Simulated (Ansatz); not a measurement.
# AlSi2B4: the cost of one run

Program: Ansatz 0.2.0. Level of theory: DFT PBE, scalar-relativistic, plane waves, PAW. These are calculated values, not measurements.

### 1 The system as given

The structure is hexagonal, space group P6/mmm (No. 191). Conventional cell: a = 3.475 Å, b = 3.475 Å, c = 7.257 Å, α = 90.00°, β = 90.00°, γ = 120.00°. Al (site symmetry 6/mmm) is surrounded by 2 Si at 2.09 Å. Around Si (site symmetry 6mm) lie 1 B at 1.54 Å and 1 Al at 2.09 Å. B (site symmetry 6/mmm) has 2 Si at 1.54 Å and 6 B at 1.74 Å as nearest neighbours. B (site symmetry mmm) has 6 B at 1.74 Å as nearest neighbours.

As a file:

```xyz
7
Lattice="3.4746 0.0000 0.0000 -1.7373 3.0091 0.0000 0.0000 0.0000 7.2569" Properties=species:S:1:pos:R:3 pbc="T T T"
Al    0.0000    0.0000    3.6284
Si    0.0000    0.0000    5.7138
Si    0.0000    0.0000    1.5431
B     0.0000    0.0000    0.0000
B     1.7373    0.0000    0.0000
B    -0.8687    1.5046    0.0000
B     0.8687    1.5046    0.0000
```

The cell is invented: random cell by space group and Wyckoff sites (P6/mmm, No. 191). The dimensions are guesses.

### 2 Probe: one point on a coarse mesh

input.yaml reads:

```yaml
crystal:
  lattice:
    - [3.47461515, 0.0, 0.0]
    - [-1.73730758, 3.00910499, 0.0]
    - [0.0, 0.0, 7.25686095]
  atoms:
    - { symbol: Al, position: [0.0, 0.0, 0.5] }
    - { symbol: Si, position: [0.0, 0.0, 0.78735853] }
    - { symbol: Si, position: [0.0, 0.0, 0.21264147] }
    - { symbol: B, position: [0.0, 0.0, 0.0] }
    - { symbol: B, position: [0.5, 0.0, 0.0] }
    - { symbol: B, position: [0.0, 0.5, 0.0] }
    - { symbol: B, position: [0.5, 0.5, 0.0] }
basis:
  ecutwfc: 420
kpoints:
  mp_grid: { grid: [6, 6, 4] }
hamiltonian:
  xc: pbe
scf:
  occupations: { method: gaussian, width: 0.1 }
  lower_state_search: "off"
output:
  forces: true
  stress: true
  eigenvalues: true
```

Launch:

```
$ ansatz run input.yaml --threads 1 --pin off --max-ram 2048MiB --backend cpu --events-out ev --progress --plain --runs-dir out
```

What time and memory should one allow on 1 thread of Arm Neoverse V2, shared host?

About 2 s, with a peak of 0.31 GiB.
